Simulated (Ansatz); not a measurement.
# F3H5OW: the cost of one run

Program: Ansatz 0.2.0. Level of theory: RKS PBE-D4/def2-SVP. These are calculated values, not measurements.

## 1. Starting point

Bond lengths: W1–H2 2.070 Å, W1–F3 1.850 Å, W1–H4 1.720 Å, W1–H5 1.720 Å, W1–F6 1.850 Å, W1–F7 1.850 Å, W1–O8 2.240 Å, O8–H9 1.010 Å, W1–H10 2.196 Å. Angles (14 of 29 angles, heavy atoms first): F3–W1–F6 90.0°, F3–W1–F7 90.0°, F3–W1–O8 49.1°, F6–W1–F7 90.0°, F6–W1–O8 46.6°, F7–W1–O8 108.4°, H2–W1–F3 90.0°, H2–W1–F6 90.0°, H2–W1–F7 180.0°, H2–W1–O8 71.6°, F3–W1–H4 90.0°, F3–W1–H5 180.0°, F3–W1–H10 70.6°, H4–W1–F6 180.0°.

As a file:

```xyz
10

W     0.0000    0.0000    0.0000
H     0.0000    0.0000    2.0700
F     1.8500    0.0000    0.0000
H     0.0000    1.7200    0.0000
H    -1.7200    0.0000    0.0000
F     0.0000   -1.8500    0.0000
F     0.0000    0.0000   -1.8500
O     1.4672   -1.5382    0.7063
H     1.0148   -2.4401    0.7510
H     0.7293   -0.7646    1.9256
```

## 2. Pulling towards end A

Springs on the bonds that form and break draw the guess towards this end; the thresholds are loose.

The input, input.yaml:

```yaml
crystal:
  periodic: [false, false, false]
  atoms:
    - { symbol: W, position_ang: [0.0, 0.0, 0.0] }
    - { symbol: H, position_ang: [0.0, 0.0, 2.07] }
    - { symbol: F, position_ang: [1.85, 0.0, 0.0] }
    - { symbol: H, position_ang: [0.0, 1.72, 0.0] }
    - { symbol: H, position_ang: [-1.72, 0.0, 0.0] }
    - { symbol: F, position_ang: [0.0, -1.85, 0.0] }
    - { symbol: F, position_ang: [0.0, 0.0, -1.85] }
    - { symbol: O, position_ang: [1.4672, -1.5382, 0.7063] }
    - { symbol: H, position_ang: [1.0148, -2.4401, 0.751] }
    - { symbol: H, position_ang: [0.7293, -0.7646, 1.9256] }
basis:
  gaussian: { orbitals: def2-SVP }
hamiltonian:
  xc: pbe
  dispersion: d4
relax:
  f_tol: 0.15
  max_steps: 25
  restrain:
    - { distance: [0, 7], at: 3.14, k: 30.0 }
    - { distance: [9, 1], at: 1.86, k: 30.0 }
    - { distance: [0, 1], at: 1.72, k: 30.0 }
    - { distance: [9, 7], at: 1.01, k: 30.0 }
```

The run is started by

```sh
$ ansatz run input.yaml --threads 2 --pin off --max-ram 3072MiB --backend cpu --events-out ev --progress --plain --runs-dir out
```

What time and memory should one allow on 2 threads of Arm Neoverse V1, shared host?

About 39 s, with a peak of 0.16 GiB.
